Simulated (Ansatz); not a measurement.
# C9H15Al: the cost of one run

Computed with Ansatz 0.2.0, Gaussian basis. Level: one geometry, several basis sets.

The runs, in order: PBE0-D4/def2-SVP; ωB97M-V/def2-SVP; PBE0-D4/def2-QZVPP; ωB97M-V/def2-QZVPP; the functionals' def2-TZVPP values are taken from earlier runs.

## Step 1: The geometry

All runs share one geometry, relaxed beforehand with PBE0-D4 in a triple-zeta def2 set.

SMILES `C=C[CH2][Al]([CH2]C=C)[CH2]C=C`, 25 atoms, charge 0, spin multiplicity 1.

Atoms are counted from 1 here; the program's logs count them from 0.

Bond lengths: C1–C2 1.332 Å, C1–H11 1.083 Å, C1–H12 1.086 Å, C2–C3 1.476 Å, C2–H13 1.090 Å, C3–Al4 1.984 Å, C3–H14 1.097 Å, C3–H15 1.094 Å, Al4–C5 2.057 Å, Al4–C8 1.976 Å, C5–C6 1.438 Å, C5–H16 1.089 Å, C5–H17 1.082 Å, C6–C7 1.372 Å, C6–H18 1.090 Å, C7–H19 1.082 Å, C7–H20 1.090 Å, C8–C9 1.483 Å and more. Angles: C2–C1–H11 121.4°, C2–C1–H12 121.5°, H11–C1–H12 117.0°, C1–C2–C3 126.4°, C1–C2–H13 117.6°, C3–C2–H13 115.9°, C2–C3–Al4 114.7°, C2–C3–H14 111.0°, C2–C3–H15 111.9°, Al4–C3–H14 104.9°, Al4–C3–H15 106.5°, H14–C3–H15 107.3°, C3–Al4–C5 114.5°, C3–Al4–C8 119.8°, C5–Al4–C8 122.3°, Al4–C5–C6 74.5°, Al4–C5–H16 102.7°, Al4–C5–H17 125.7° and more.

## Step 2: PBE0-D4 in def2-SVP

File in.yaml:

```yaml
crystal:
  periodic: [false, false, false]
  atoms:
    - {symbol: C, position_ang: [-0.419315, -3.154918, -1.085506]}
    - {symbol: C, position_ang: [0.233489, -2.087921, -1.543657]}
    - {symbol: C, position_ang: [0.983042, -1.105951, -0.736791]}
    - {symbol: Al, position_ang: [0.022706, 0.598486, -0.403935]}
    - {symbol: C, position_ang: [-1.532315, 0.969044, -1.698413]}
    - {symbol: C, position_ang: [-2.129247, 0.892776, -0.392605]}
    - {symbol: C, position_ang: [-1.987242, -0.175176, 0.457665]}
    - {symbol: C, position_ang: [0.898924, 2.034040, 0.633813]}
    - {symbol: C, position_ang: [1.194636, 1.525250, 1.995103]}
    - {symbol: C, position_ang: [2.352170, 1.024985, 2.421193]}
    - {symbol: H, position_ang: [-0.973936, -3.806287, -1.750036]}
    - {symbol: H, position_ang: [-0.404059, -3.421024, -0.032439]}
    - {symbol: H, position_ang: [0.186731, -1.887884, -2.613775]}
    - {symbol: H, position_ang: [1.913458, -0.813165, -1.237946]}
    - {symbol: H, position_ang: [1.254257, -1.506070, 0.245049]}
    - {symbol: H, position_ang: [-1.564046, 0.062124, -2.300987]}
    - {symbol: H, position_ang: [-1.684215, 1.883894, -2.256477]}
    - {symbol: H, position_ang: [-2.457306, 1.833060, 0.049569]}
    - {symbol: H, position_ang: [-2.316328, -0.103948, 1.485508]}
    - {symbol: H, position_ang: [-1.761710, -1.168985, 0.071583]}
    - {symbol: H, position_ang: [1.820070, 2.316171, 0.111901]}
    - {symbol: H, position_ang: [0.251087, 2.915356, 0.665973]}
    - {symbol: H, position_ang: [0.355075, 1.523939, 2.690191]}
    - {symbol: H, position_ang: [3.228699, 0.995346, 1.780570]}
    - {symbol: H, position_ang: [2.462274, 0.632755, 3.424847]}
basis:
  gaussian: {orbitals: def2-SVP}
hamiltonian: {xc: pbe0, dispersion: d4}
output: {orbitals: {seedname: orbitals}}
```

Started as:

```
> ansatz run in.yaml --threads 4 --pin off --events-out ev --progress --plain --max-ram 46080MiB --backend cpu
```

Q: Estimate wall time and peak memory on 4 threads of AMD EPYC 7R13, shared host.

About 4.5 s, with a peak of 1.1 GiB.
